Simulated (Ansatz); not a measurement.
This script drives Ansatz 0.2.0 through its Python package.

Script `ch5inse_energy.py`:
```python
"""Single point of CH5InSe."""

import json

import ansatz as az
import numpy as np

GEOMETRY = """
C    -1.32252   -0.01899   -0.05771
In    0.72760    0.76843    0.30069
Se    2.65201   -0.79483   -0.19721
H    -2.06561    0.77327   -0.01833
H    -1.33051   -0.48857   -1.04069
H    -1.54113   -0.76971    0.70090
H     1.17060    2.34803    0.89001
H     1.70956   -1.81763   -0.57767
"""

geometry = az.Crystal.molecule()
for line in GEOMETRY.strip().splitlines():
    symbol, *xyz = line.split()
    geometry = geometry.atom(symbol, [float(v) for v in xyz])

model = (
    geometry.calculation()
    .basis(gaussian="def2-TZVP")
    .functional(az.LibraryFunctional("wB97"))
    .forces()  # minus the gradient of the free energy
)
print(model.to_yaml())
result = model.run(threads=1, pin="off")
data = result.report

print("reference energy %16.6f eV" % data["reference_energy_ev"])
print("total energy     %16.6f eV" % data["free_energy_ev"])
print("occupied orbitals outside the frozen core (up, down):", data["n_occupied"], " frozen:", data["n_frozen"], " virtual:", data["n_virtual"])

symbols = [site.symbol for site in geometry.cartesian_sites]
forces = np.array(data["forces_ev_ang"])
print("largest force", round(float(np.linalg.norm(forces, axis=1).max()), 4), "eV/A, rms", round(float(np.sqrt((forces ** 2).mean())), 4))

charges = data["charge_distribution"]
print("dipole moment", round(4.803205 * float(np.linalg.norm(charges["dipole_moment_e_ang"])), 3), "D")
print("Mulliken:", [(s, round(q, 3)) for s, q in zip(symbols, charges["mulliken_charges_e"])])
with open("ch5inse.json", "w") as handle:
    json.dump({k: data[k] for k in ("free_energy_ev", "reference_energy_ev", "n_occupied", "n_virtual")}, handle, indent=1)
```

It is started by `python ch5inse_energy.py`. Estimate its wall time and peak memory on 1 thread of Arm Neoverse V1 (shared host).

It took about 19 s, with a peak of 0.38 GiB, for 1 run of the engine.

`python ch5inse_energy.py` gives:
```text
crystal:
  periodic: [false, false, false]
  atoms:
    - { symbol: C, position_ang: [-1.32252, -0.01899, -0.05771] }
    - { symbol: In, position_ang: [0.7276, 0.76843, 0.30069] }
    - { symbol: Se, position_ang: [2.65201, -0.79483, -0.19721] }
    - { symbol: H, position_ang: [-2.06561, 0.77327, -0.01833] }
    - { symbol: H, position_ang: [-1.33051, -0.48857, -1.04069] }
    - { symbol: H, position_ang: [-1.54113, -0.76971, 0.7009] }
    - { symbol: H, position_ang: [1.1706, 2.34803, 0.89001] }
    - { symbol: H, position_ang: [1.70956, -1.81763, -0.57767] }
basis:
  gaussian:
    orbitals: def2-TZVP
hamiltonian:
  xc:
    name: wB97
output:
  forces: true

reference energy    -71647.935346 eV
total energy        -71647.935346 eV
occupied orbitals outside the frozen core (up, down): [33, 33]  frozen: 0  virtual: [126, 126]
largest force 1.1974 eV/A, rms 0.3259
dipole moment 2.043 D
Mulliken: [('C', -0.629), ('In', 0.564), ('Se', -0.356), ('H', 0.137), ('H', 0.134), ('H', 0.135), ('H', -0.097), ('H', 0.11)]
```

It writes `ch5inse.json`:
```json
{
 "free_energy_ev": -71647.93534617788,
 "reference_energy_ev": -71647.93534617788,
 "n_occupied": [
  33,
  33
 ],
 "n_virtual": [
  126,
  126
 ]
}
```

Notes:
- Total energies depend on the basis set; only differences at equal settings carry meaning.
- The geometry is a force-field or estimated start, not a minimum of this method, and the basis set is short of its limit.
- def2 sets replace the cores of elements past krypton by effective core potentials.
